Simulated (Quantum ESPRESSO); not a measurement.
## AlBN in Quantum ESPRESSO: the effect of functional

The system is AlBN.

```xyz
3
Lattice="2.6456 0.0000 0.0000 0.0000 2.6456 0.0000 0.0000 0.0000 5.4026" Properties=species:S:1:pos:R:3 pbc="T T T"
Al    1.3228    1.3228    0.0000
B     1.3228    1.3228    2.7013
N     0.0000    0.0000    0.0000
```

The cell was built by a generator and needn't be a form met in nature.

Alike in all runs:

```yaml
Program: Quantum ESPRESSO 7.5
Task: phonons
Cutoff: 612 eV
Density_cutoff: 4898 eV
k_mesh: 8 × 8 × 4, shifted
Occupations: fermi-dirac, width 0.05 eV
Spin: no spin polarisation
```

Each run relaxes the cell or the atoms first.

**Question.** One run gave: relaxed volume 15.64 Å³/atom; highest phonon frequency 759 cm⁻¹. Which functional did it use?
A. PBE
B. BLYP
C. PBEsol
D. AM05
E. RPBE

**Answer.** B.

```tsv
functional	potentials or basis	relaxed volume (Å³/atom)	highest phonon frequency (cm⁻¹)
LDA	GBRV 1.5 LDA	12.00	810
PBE	GBRV 1.5 PBE	13.43	780
PBEsol	GBRV 1.5 PBEsol	12.30	790
RPBE	GBRV 1.5 PBE	14.09	768
AM05	GBRV 1.5 PBE	12.28	786
BLYP	GBRV 1.5 PBE	15.64	759
vdW-DF-cx	GBRV 1.5 PBE	12.38	774
```

Caveats: the mesh is thin for the phonons of a metal; some modes are imaginary; the layers were relaxed without a dispersion term, so their spacing and the soft interlayer modes are unreliable (some runs); the potentials were made for another functional, which shifts forces and pressure (some runs); before the sum rule the acoustic modes lie tens of cm⁻¹ from zero, a sign that the density grid also shifts the optical modes (some runs); this functional lacks dispersion, which binds the layers, so the pressure and a relaxed spacing across them are unreliable (some runs); the volume moved by over 15 % at a fixed basis, so the end points are rough (some runs).
